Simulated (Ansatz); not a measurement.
# MoNH+ (octet): from Hartree-Fock to the top rungs, def2-TZVPP

The task here is to estimate one member of a computed series from the others.

Program: Ansatz 0.2.0, Gaussian basis. Level of theory: def2-TZVPP, core rule «outside noble gas», up to 5 orbitals frozen. These are calculated values, not measurements.

Plan: UHF; CCSD(T) on ROHF; CCSD(T) on UHF; CCSDT(Q) on ROHF; CCSDT(Q) on UHF; CASSCF and NEVPT2, 11 electrons in 11 orbitals.

3 further runs of the same task are left out: 3 set aside as unsound or not needed. Runs told in other sessions of the task aren't counted.

### The system

The geometry is a PBE0/def2-TZVP stationary point (not a proven minimum) of the parent state, kept for this charge and spin. No spin-orbit coupling is included. Elements past krypton take def2 core potentials.

3 atoms, charge 1, spin multiplicity 8.

Atoms are counted from 1 here; the program's logs count them from 0.

Bond lengths: Mo1–N2 1.919 Å, N2–H3 1.021 Å. Angles: Mo1–N2–H3 180.0°.

Set-up of the first run:

in.yaml reads:

```yaml
crystal:
  periodic: [false, false, false]
  atoms:
    - {symbol: Mo, position_ang: [0.000000, 0.000000, 1.619500]}
    - {symbol: N, position_ang: [0.000000, 0.000000, -0.299200]}
    - {symbol: H, position_ang: [0.000000, 0.000000, -1.320300]}
basis:
  gaussian: {orbitals: def2-TZVPP}
total_charge: 1
magnetization: {spin_polarized: true, initial_magnetization: 7}
hamiltonian: {xc: hf}
output: {orbitals: {seedname: orbitals}}
```

On the command line:

```sh
ansatz run in.yaml --threads 1 --pin off --events-out ev --progress --plain --max-ram 4096MiB --backend cpu
```

Among the steps run: UHF; CCSD(T) on ROHF; CCSD(T) on UHF; CCSDT(Q) on ROHF; CCSDT(Q) on UHF; CASSCF and NEVPT2, 11 electrons in 11 orbitals.

One table of the session follows, with a row left open; its other results are not shown here.

It belongs to the step «Misses and costs». 

| method | from RCCSDT(Q) (meV) |
| --- | --- |
| ROHF | +6755.4 |
| UHF | +6468.4 |
| RMP2 | +838.9 |
| UMP2 | +782.6 |
| RCCSD | +195.5 |
| UCCSD | +117.4 |
| RCCSD(T) | +24.0 |
| UCCSD(T) | -50.5 |
| RCCSDT | +4.1 |
| UCCSDT | -70.6 |
| RCCSDT(Q) | 0 |
| UCCSDT(Q) | ? |
| CASSCF valence | +5645.6 |
| NEVPT2 valence | +1116.0 |

Q: Estimate the row for UCCSDT(Q) from the others.

The run gave: from RCCSDT(Q) (meV): -74.7. In the column «from RCCSDT(Q) (meV)» it is the lowest.

Limits of these values: Restricted and unrestricted rows rest on different reference determinants; a gap between their highest levels can come from leftover correlation error, from unlike frozen cores or from another state.
